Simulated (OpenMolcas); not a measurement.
# One shape, several levels: C2H5AlN2 (SMILES C#[C][Al]([NH2])[NH2])

Wanted: a comparison of 6 runs (HF/STO-3G, B2PLYP/def2-SVP, PBE0/def2-SVP, SVWN5/def2-SVP, r2SCAN/def2-SVP, CCSD(T)/def2-SVP) of C2H5AlN2. 

The calculation is run with OpenMolcas 26.06.

1 further run of the same task is left out (set aside as unsound or not needed).

## (1) The molecule

The species is C2H5AlN2 (10 atoms), meant as a singlet with charge 0. SMILES: `C#[C][Al]([NH2])[NH2]`. The shape is that of a PBE0-D4/def2-TZVP optimisation.

Bond lengths: C1–C2 1.210 Å, C2–Al3 1.908 Å, Al3–N4 1.763 Å, Al3–N5 1.763 Å, C1–H6 1.067 Å, N4–H7 1.006 Å, N4–H8 1.006 Å, N5–H9 1.006 Å, N5–H10 1.006 Å. Some angles: C1–C2–Al3 180.0°, C2–Al3–N4 118.9°, C2–Al3–N5 118.9°, N4–Al3–N5 122.2°, C2–C1–H6 180.0°, Al3–N4–H7 126.4°, Al3–N4–H8 123.3°, Al3–N5–H9 123.3°, Al3–N5–H10 126.4°, H7–N4–H8 110.4°.

## (2) Energy and gradient at HF/STO-3G (run 1)

Input file input.xyz:

```xyz
10

C     -2.368100     1.221100     0.873300
C     -1.345900     0.693600     0.497800
Al     0.265700    -0.138000    -0.094200
N      0.247600    -1.861100    -0.467000
N      1.722400     0.842900    -0.249900
H     -3.269100     1.686000     1.204200
H      1.027400    -2.410800    -0.785900
H     -0.574800    -2.435200    -0.383700
H      1.750000     1.827100    -0.041300
H      2.627700     0.523400    -0.550300
```

Input file calc.input:

```
&GATEWAY
BasLib = $CurrDir
Coord = input.xyz
Basis = STO-3G
Group = NoSym
&SEWARD
&SCF
Thresholds = 1e-10 1e-07 1e-07 1e-05
PrOrbitals = 0
&ALASKA
```

The basis set STO-3G is read from a file made from the Basis Set Exchange's data (not shown).

Run with:

```console
export MOLCAS_MEM=1860
pymolcas calc.input > calc.log
```

Log:

```text
--- Start Module: gateway ---
[...]
--- Stop Module: gateway /rc=_RC_ALL_IS_WELL_ ---
[...]
      Basis functions           34
[...]
--- Start Module: scf ---
[...]
       Convergence after  12 Iterations
[...]
::    Total SCF energy                               -424.2211964407
[...]
      Total spin, S                                     0.0000000000
[...]
      Total electronic charge=   44.000000
      Total            charge=   -0.000000
[...]
      Dipole Moment (debye):
      Origin of the operator (angstrom)=   -0.0981    0.0497    0.0394
                   X=  1.0038E+00               Y= -5.1817E-01               Z= -3.6922E-01           Total=  1.1885E+00
      Quadrupole Moment (debye*angstrom):
[...]
 *              Molecular gradients               *
 **************************************************
  Irreducible representation: a
 ------------------------------------------------------------------------------------------
                              X                       Y                       Z
 ------------------------------------------------------------------------------------------
  C1               -7.73262814726916E-02    3.99083506872033E-02    2.84119727940206E-02
  C2                5.81851176774952E-02   -3.00246462054672E-02   -2.13781342329478E-02
  AL3              -6.34329912572997E-03    3.26313841823321E-03    2.33332463043905E-03
  N4               -2.87973815430442E-04   -4.46633104903604E-02   -9.71277781610791E-03
  N5                3.78719913207419E-02    2.52204273861381E-02   -4.11149025342517E-03
  H6               -7.81758223078022E-04    4.00857662577803E-04    2.83595403598902E-04
  H7               -7.33118415414813E-03    5.39012207098910E-03    3.04667014898685E-03
  H8                6.67266992073134E-03    6.68349284581238E-03   -2.31929124689195E-04
[...]
```

Run time: 1.4 s. Hardware: 1 thread of Intel Xeon 6975P-C (Granite Rapids), shared host; peak memory 0.37 GiB.

## (3) The energy at B2PLYP/def2-SVP (run 2)

Input file coord.xyz:

```xyz
10

C     -2.368100     1.221100     0.873300
C     -1.345900     0.693600     0.497800
Al     0.265700    -0.138000    -0.094200
N      0.247600    -1.861100    -0.467000
N      1.722400     0.842900    -0.249900
H     -3.269100     1.686000     1.204200
H      1.027400    -2.410800    -0.785900
H     -0.574800    -2.435200    -0.383700
H      1.750000     1.827100    -0.041300
H      2.627700     0.523400    -0.550300
```

Input file mol.inp:

```
* C2H5AlN2 Kohn-Sham DFT

&GATEWAY
 BasLib=$CurrDir
 Coord=coord.xyz
 Basis=def2-SVP
 Group=NoSym

&SEWARD
 GridInput
 Grid=UltraFine
 End of Grid

&SCF
 KSDFT=B2PLYP_SCF
 Thresholds=1e-10 1e-07 1e-07 1e-05
 PrOrbitals=1 2

&MBPT2
 Frozen=9
```

The basis set def2-SVP is read from a file made from the Basis Set Exchange's data (not shown).

Run with:

```console
export MOLCAS_MEM=1860
pymolcas mol.inp > mol.log
```

Log:

```text
--- Start Module: gateway ---
[...]
--- Stop Module: gateway /rc=_RC_ALL_IS_WELL_ ---
[...]
      Basis functions           99
[...]
--- Start Module: scf ---
[...]
       Convergence after  14 Iterations
[...]
::    Total KS-DFT energy                            -430.4272868602
[...]
      Total spin, S                                     0.0000000000
[...]
      Total electronic charge=   44.000000
      Total            charge=   -0.000000
[...]
      Dipole Moment (debye):
      Origin of the operator (angstrom)=   -0.0981    0.0497    0.0394
                   X=  7.8483E-01               Y= -4.0497E-01               Z= -2.8880E-01           Total=  9.2918E-01
      Quadrupole Moment (debye*angstrom):
[...]
--- Stop Module: scf /rc=_RC_ALL_IS_WELL_ ---
[...]
--- Start Module: mbpt2 ---
[...]
 ###    WARNING: MP2 implementation intended for RHF references only         ###
 ###############################################################################
MBPT2 WARNING: Reference function according to RunFile:KS-DFT
I'll assume you know what you're doing and continue
WARNING!
Default frozen orbitals as non valence orbitals is overwritten by user input.
Default values:   6
[...]
       Reference weight ( Cref**2 )         =        0.72824
::    Total MBPT2 energy                             -431.2277637796
[...]
      Total MBPT2 calculations                           0.30      0.33
--- Stop Module: mbpt2 /rc=_RC_ALL_IS_WELL_ ---
[...]
```

It took 20 s on 1 thread of Intel Xeon 6975P-C (Granite Rapids), shared host; peak memory 0.55 GiB.

Runs 3 to 5 aren't shown in full; the table further down has their settings and results.

## (4) The energy at CCSD(T)/def2-SVP (Cholesky decomposition) (run 6)

Input file job.input:

```
>>> EXPORT MOLCAS_PRINT=2
&GATEWAY
BASLIB
$CurrDir
COORD
10
bohr
C     -4.47506044     2.30754457     1.65029782
C     -2.54338239     1.31071404     0.94070566
Al     0.50210023    -0.26078221    -0.17801220
N      0.46789619    -3.51696929    -0.88250210
N      3.25486428     1.59285015    -0.47224256
H     -6.17770367     3.18607825     2.27560820
H      1.94150462    -4.55575174    -1.48513576
H     -1.08621458    -4.60186106    -0.72508791
H      3.30702072     3.45271860    -0.07804569
H      4.96563334     0.98908265    -1.03991629
BASIS
def2-SVP
GROUP
NoSym
&SEWARD
HIGH
&SCF
THRESHOLDS
1e-10 1e-07 1e-07 1e-05
PRORBITALS
1
&CHCC
FROZEN
9
THRESHOLD
1e-08
MAXITERATIONS
80
&CHT3
FROZEN
9
```

The basis set def2-SVP is read from a file made from the Basis Set Exchange's data (not shown).

Run with:

```console
export MOLCAS_MEM=1860
pymolcas job.input > job.log
```

Log:

```text
--- Start Module: gateway ---
[...]
--- Stop Module: gateway /rc=_RC_ALL_IS_WELL_ ---
[...]
      Basis functions           99
[...]
       Convergence after  15 Iterations
[...]
::    Total SCF energy                               -429.2802382171
[...]
      Total spin, S                                     0.0000000000
[...]
      Total electronic charge=   44.000000
      Total            charge=   -0.000000
[...]
      Dipole Moment (debye):
      Origin of the operator (angstrom)=   -0.0981    0.0497    0.0394
                   X=  6.5909E-01               Y= -3.4010E-01               Z= -2.4263E-01           Total=  7.8035E-01
      Quadrupole Moment (debye*angstrom):
[...]
--- Start Module: chcc ---
[...]
--- Stop Module: chcc /rc=_RC_ALL_IS_WELL_ ---
[...]
--- Start Module: cht3 ---
[...]
--- Stop Module: cht3 /rc=_RC_ALL_IS_WELL_ ---
[...]
```

It took 2.5 min on 1 thread of Intel Xeon 6975P-C (Granite Rapids), shared host; peak memory 0.16 GiB.

## (5) Overview of the runs

| run | level | task | frozen core orbitals | energy (Eh) | dipole moment (D) of the reference | HOMO energy (eV) | LUMO energy (eV) | wall time |
| --- | --- | --- | --- | --- | --- | --- | --- | --- |
| 1 | HF/STO-3G | gradient | – | -424.221196 | 1.19 | -7.53 | 9.15 | 1.4 s |
| 2 | B2PLYP/def2-SVP | energy | 9 | -430.643416 | 0.93 | -8.01 | 1.36 | 20 s |
| 3 | PBE0/def2-SVP | gradient | – | -430.616062 | 1.02 | -6.70 | 0.10 | 27 s |
| 4 | SVWN5/def2-SVP | gradient | – | -428.274158 | 1.22 | -5.36 | -0.93 | 22 s |
| 5 | r2SCAN/def2-SVP | gradient | – | -430.818930 | 1.06 | -5.57 | -0.53 | 38 s |
| 6 | CCSD(T)/def2-SVP (Cholesky decomposition) | energy | 9 | -429.985673 | 0.78 | -10.32 | 3.32 | 2.5 min |

## (6) What came out

```
                                          quantity          value
                               run 6: total energy  -429.98567 Eh
         run 6: dipole moment (mean-field density)         0.78 D
        run 6: HOMO energy (Hartree–Fock orbitals)      -10.32 eV
        run 6: LUMO energy (Hartree–Fock orbitals)        3.32 eV
      run 6: HOMO–LUMO gap (Hartree–Fock orbitals)       13.64 eV
run 6: correlation energy (9 core orbitals frozen)     -705.4 mEh
                             run 6: (T) correction     -22.40 mEh
```

What this shows: Over runs 1, 2, 3, 4, 5 the dipole moment (its size) runs from 0.93 D (B2PLYP/def2-SVP) to 1.22 D (SVWN5/def2-SVP). A double hybrid's value is that of its SCF part. Over runs 1, 2, 3, 4, 5 the HOMO–LUMO gap runs from 4.43 eV (SVWN5/def2-SVP) to 16.68 eV (HF/STO-3G). The two ends differ in method and basis. For B2PLYP the log adds the whole second-order term; the table takes 0.27 of it, as the functional is defined. Totals of different functionals can't be ranked against each other. In run 1 the basis is minimal, so the values are rough. All runs together took 4.3 min, the longest 2.5 min.
